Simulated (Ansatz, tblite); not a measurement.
# (H3Ge)2NH (Ge2NH7): a ladder of methods and basis sets

The task here is to estimate one member of a computed series from the others.

The runs use Ansatz 0.2.0, Gaussian basis; as each input shows.

Plan: GFN1-xTB, GFN2-xTB, PBE-D4/def2-TZVP, r2SCAN-D4/def2-TZVP, CAM-B3LYP-D4/def2-TZVP, B97M-V/def2-TZVP, LC-ωPBE/def2-TZVP, r2SCAN0-D4/def2-TZVP, BHLYP-D4/def2-TZVP, r2SCANh-D4/def2-TZVP, BLYP-D4/def2-TZVP, PBE-D4/def2-SVP, PBE0-D4/def2-SVP, HF/6-31G, B3LYP-D4/6-31G, PBE0-D4/def2-TZVPD, PBE-D4/def2-TZVPD, r2SCAN-D4/def2-TZVPD, CCSD(T)/def2-TZVP, RPA/def2-TZVP.

## The geometry

The singlet was relaxed beforehand with PBE0-D4/def2-SVP.

10 atoms, charge 0, spin multiplicity 1.

Bond lengths: Ge1–H2 1.541 Å, Ge1–H3 1.538 Å, Ge1–H4 1.548 Å, Ge1–N5 1.835 Å, N5–Ge6 1.835 Å, N5–H10 1.016 Å, Ge6–H7 1.542 Å, Ge6–H8 1.539 Å, Ge6–H9 1.548 Å. Angles: H2–Ge1–H3 111.0°, H2–Ge1–H4 108.7°, H2–Ge1–N5 108.3°, H3–Ge1–H4 109.0°, H3–Ge1–N5 106.7°, H4–Ge1–N5 113.2°, Ge1–N5–Ge6 126.5°, Ge1–N5–H10 114.9°, Ge6–N5–H10 114.8°, N5–Ge6–H7 108.2°, N5–Ge6–H8 106.7°, N5–Ge6–H9 113.2°, H7–Ge6–H8 111.0°, H7–Ge6–H9 108.7°, H8–Ge6–H9 109.0°.

Geometry (Å):

```xyz
10
Ge2H7N
Ge   -0.33324    1.09501    1.17954
H     0.63330    2.02726    1.93598
H    -1.17472    1.88353    0.16143
H    -1.27954    0.42379    2.20445
N     0.66224   -0.10998    0.21817
Ge    0.12758   -1.01487   -1.28611
H     1.38708   -1.43062   -2.07174
H    -0.73608   -0.03994   -2.10506
H    -0.70352   -2.28311   -0.97266
H     1.41690   -0.55108    0.73599
```

PBE0-D4/def2-TZVP was run before; its log isn't repeated, and its numbers join the tables.

Set-up of the first run:

Tight binding, by tblite at 300 K electronic temperature and without a spin-polarisation term:

```python
tblite.interface.Calculator('GFN1-xTB', numbers, positions, charge=0, uhf=0).singlepoint()
```

Tight binding, by tblite at 300 K electronic temperature and without a spin-polarisation term:

```python
tblite.interface.Calculator('GFN2-xTB', numbers, positions, charge=0, uhf=0).singlepoint()
```

start.molden holds the orbitals of an earlier run on this state, given as this run's starting guess.

Input file in.yaml:

```yaml
crystal:
  periodic: [false, false, false]
  atoms:
    - {symbol: Ge, position_ang: [-0.333242, 1.095011, 1.179542]}
    - {symbol: H, position_ang: [0.633299, 2.027262, 1.935984]}
    - {symbol: H, position_ang: [-1.174724, 1.883526, 0.161432]}
    - {symbol: H, position_ang: [-1.279544, 0.423795, 2.204453]}
    - {symbol: N, position_ang: [0.662235, -0.109976, 0.218166]}
    - {symbol: Ge, position_ang: [0.127579, -1.014874, -1.286113]}
    - {symbol: H, position_ang: [1.387083, -1.430618, -2.071744]}
    - {symbol: H, position_ang: [-0.736079, -0.039936, -2.105064]}
    - {symbol: H, position_ang: [-0.703517, -2.283110, -0.972660]}
    - {symbol: H, position_ang: [1.416899, -0.551079, 0.735994]}
basis:
  gaussian: {orbitals: def2-TZVP, initial_orbitals: start.molden}
hamiltonian: {xc: pbe, dispersion: d4}
scf: {omitted_lower_state_checks: [starts]}
output: {orbitals: {seedname: orbitals}}
```

Started as:

```console
$ ansatz run in.yaml --threads 4 --pin off --events-out ev --progress --plain --max-ram 3916MiB
```

Steps of the session up to this table: PBE-D4/def2-TZVP; r2SCAN-D4/def2-TZVP; CAM-B3LYP-D4/def2-TZVP; B97M-V/def2-TZVP; LC-ωPBE/def2-TZVP; r2SCAN0-D4/def2-TZVP; BHLYP-D4/def2-TZVP; r2SCANh-D4/def2-TZVP; BLYP-D4/def2-TZVP; PBE-D4/def2-SVP; PBE0-D4/def2-SVP; HF/6-31G; B3LYP-D4/6-31G; PBE0-D4/def2-TZVPD; PBE-D4/def2-TZVPD; r2SCAN-D4/def2-TZVPD; CCSD(T)/def2-TZVP; RPA/def2-TZVP.

One of the session's tables, all rows but one given; the rest of the session is left out.

It belongs to the step «Levels side by side». 

| level | HOMO (eV) | LUMO (eV) | gap (eV) |
| --- | --- | --- | --- |
| HF/6-31G | -10.16 | 3.08 | 13.24 |
| PBE-D4/def2-SVP | -5.54 | -0.49 | 5.05 |
| PBE-D4/def2-TZVP | -5.68 | -0.79 | 4.90 |
| PBE-D4/def2-TZVPD | -5.73 | -1.01 | 4.71 |
| BLYP-D4/def2-TZVP | -5.56 | -0.70 | 4.86 |
| r2SCAN-D4/def2-TZVP | -5.98 | -0.43 | 5.55 |
| r2SCAN-D4/def2-TZVPD | -6.00 | -0.59 | 5.41 |
| B97M-V/def2-TZVP | -6.15 | -0.66 | 5.49 |
| r2SCANh-D4/def2-TZVP | ? | ? | ? |
| B3LYP-D4/6-31G | -6.44 | -0.02 | 6.42 |
| PBE0-D4/def2-SVP | -6.93 | 0.37 | 7.30 |
| PBE0-D4/def2-TZVP | -7.03 | 0.05 | 7.08 |
| PBE0-D4/def2-TZVPD | -7.06 | -0.25 | 6.81 |
| r2SCAN0-D4/def2-TZVP | -7.24 | 0.25 | 7.49 |
| BHLYP-D4/def2-TZVP | -8.30 | 0.85 | 9.15 |
| CAM-B3LYP-D4/def2-TZVP | -8.39 | 0.99 | 9.39 |
| LC-ωPBE/def2-TZVP | -9.76 | 2.23 | 11.99 |

Q: Estimate the row for r2SCANh-D4/def2-TZVP from the others.

Worked estimate for «HOMO (eV)». Against the share of exact exchange, r2SCAN-D4/def2-TZVP (0, -5.98), r2SCAN0-D4/def2-TZVP (0.25, -7.24) give a slope of -5.04 per unit share; at 0.1 the line stands at -6.48.

As computed: HOMO (eV): -6.48; LUMO (eV): -0.15; gap (eV): 6.33. In «HOMO (eV)» the line misses by 0.00.
